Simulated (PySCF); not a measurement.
**AlClF2 (SMILES [F][Al]([F])[Cl]): levels of theory compared**

Wanted: a comparison of 6 runs (B2PLYP/def2-SVPD, M06-L/def2-SVPD, r2SCAN/def2-SVPD, revPBE/def2-SVPD, wB97X/def2-SVPD, CCSD(T)/def2-SVPD) of AlClF2. 

The results are computed with PySCF 2.14.0.

3 further runs of the same task are left out: 3 set aside as unsound or not needed.

### Step 1. The system as given

The species is AlClF2 (4 atoms), meant as a singlet with charge 0. As SMILES, `[F][Al]([F])[Cl]`. The shape is that of a PBE0-D4/def2-TZVP optimisation.

Bond lengths: F1–Al2 1.631 Å, Al2–F3 1.631 Å, Al2–Cl4 2.061 Å. Angles: F1–Al2–F3 119.0°, F1–Al2–Cl4 120.5°, F3–Al2–Cl4 120.5°.

### Step 2. A single-point energy at B2PLYP/def2-SVPD (run 1)

Input file input.py:

```python
from pyscf import gto, dft, mp

molecule = gto.M(
    atom='''
F      1.884435     1.363929     2.172505
Al     0.130920    -0.095904     0.101233
F      0.516821    -3.125267    -0.311162
Cl    -2.532195     1.857242    -1.962594
''',
    charge=0,
    verbose=3,
    max_memory=1860,
    spin=0,
    basis='def2-svpd',
    unit='bohr',
)

ks = dft.RKS(molecule, xc='0.53*HF + 0.47*B88, 0.73*LYP')
ks.grids.level = 5
ks.conv_tol = 1e-10
ks.kernel()
if not ks.converged:
    ks = ks.newton().run(ks.mo_coeff, ks.mo_occ)

pt = mp.MP2(ks, frozen=12).run()
e_final = ks.e_tot + 0.27 * pt.e_corr
print('PT2 part  %.8f' % (0.27 * pt.e_corr))
print('E = %.10f Eh' % e_final)
```

Command:

```bash
OMP_NUM_THREADS=1 python input.py
```

What it wrote:

```text
converged SCF energy = -901.594220825001
E(RMP2) = -902.313252084151  E_corr = -0.719031259149815
E(SCS-RMP2) = -902.283832838724  E_corr = -0.689612013722904
PT2 part  -0.19413844
E = -901.7883592650 Eh
```

Wall time 15 s (1 thread of Intel Xeon at 2.70GHz, shared host); peak memory 0.49 GiB.

### Step 3. A single-point energy at M06-L/def2-SVPD (run 2)

Input file calc.py:

```python
from pyscf import gto, dft

molecule = gto.M(
    atom='''
F      0.997200     0.721760     1.149640
Al     0.069280    -0.050750     0.053570
F      0.273490    -1.653820    -0.164660
Cl    -1.339980     0.982810    -1.038560
''',
    basis='def2-svpd',
    verbose=3,
    spin=0,
    max_memory=1860,
    charge=0,
)

mf = dft.RKS(molecule, xc='m06-l')
mf.conv_tol = 1e-10
mf.grids.level = 5
mf.kernel()
if not mf.converged:
    mf = mf.newton().run(mf.mo_coeff, mf.mo_occ)

e_final = mf.e_tot
print(f'total energy: {e_final:.8f} hartree')
```

Command:

```bash
OMP_NUM_THREADS=1 python calc.py
```

What it wrote:

```text
converged SCF energy = -902.152311838213
total energy: -902.15231184 hartree
```

It took 27 s on 1 thread of Intel Xeon at 2.70GHz, shared host; peak memory 0.54 GiB.

Runs 3 to 5 aren't shown in full; the table further down has their settings and results.

### Step 4. The energy at CCSD(T)/def2-SVPD (run 6)

Input file input.py:

```python
from pyscf import gto, scf, cc

mol = gto.M(
    atom='F 0.997200 0.721760 1.149640; Al 0.069280 -0.050750 0.053570; F 0.273490 -1.653820 -0.164660; Cl -1.339980 0.982810 -1.038560',
    charge=0,
    verbose=3,
    basis='def2-svpd',
    max_memory=1860,
)

myscf = scf.RHF(mol)
myscf.conv_tol = 1e-10
myscf.kernel()
if not myscf.converged:
    myscf = myscf.newton().run(myscf.mo_coeff, myscf.mo_occ)

mycc = cc.CCSD(myscf, frozen=12)
mycc.kernel()
e_t = mycc.ccsd_t()
e_tot = mycc.e_tot + e_t
print(f'total energy: {e_tot:.8f} hartree')
```

Command:

```bash
OMP_NUM_THREADS=1 python input.py
```

What it wrote:

```text
converged SCF energy = -900.164194812699
E(CCSD) = -900.7729168601151  E_corr = -0.6087220474156214
CCSD(T) correction = -0.0131355381212157
total energy: -900.78605240 hartree
```

Wall time 26 s (1 thread of Intel Xeon at 2.70GHz, shared host); peak memory 0.51 GiB.

### Step 5. All runs side by side

```csv
run,level,frozen core orbitals,integration grid,energy (Eh),dipole moment (D) of the reference,HOMO energy (eV),LUMO energy (eV),wall time
1,B2PLYP/def2-SVPD,12,5,-901.788359,0.52,-11.33,-0.72,15 s
2,M06-L/def2-SVPD,–,5,-902.152312,0.41,-8.85,-1.63,27 s
3,r2SCAN/def2-SVPD,–,5,-902.044723,0.46,-8.99,-1.90,24 s
4,revPBE/def2-SVPD,–,5,-901.966732,0.48,-8.57,-2.34,16 s
5,wB97X/def2-SVPD,–,5,-902.133065,0.44,-12.53,0.33,22 s
6,CCSD(T)/def2-SVPD,12,–,-900.786052,0.49,-13.49,0.69,26 s
```

### Step 6. Summary of results

| quantity | value |
| --- | --- |
| run 6: total energy | -900.78605 Eh |
| run 6: dipole moment (Hartree–Fock density) | 0.49 D |
| run 6: HOMO energy (Hartree–Fock orbitals) | -13.49 eV |
| run 6: LUMO energy (Hartree–Fock orbitals) | 0.69 eV |
| run 6: HOMO–LUMO gap (Hartree–Fock orbitals) | 14.18 eV |
| run 6: correlation energy (12 core orbitals frozen) | -621.9 mEh |
| run 6: (T) correction | -13.14 mEh |
| run 6: T1 diagnostic | 0.014 |

**Reading.** Over runs 1, 2, 3, 4, 5 the dipole moment (its size) runs from 0.41 D (M06-L/def2-SVPD) to 0.52 D (B2PLYP/def2-SVPD). A double hybrid's value is that of its SCF part. Over runs 1, 2, 3, 4, 5 the HOMO–LUMO gap runs from 6.23 eV (revPBE/def2-SVPD) to 12.86 eV (wB97X/def2-SVPD). Totals of different functionals can't be ranked against each other. All runs together took 2.2 min, the longest 27 s.
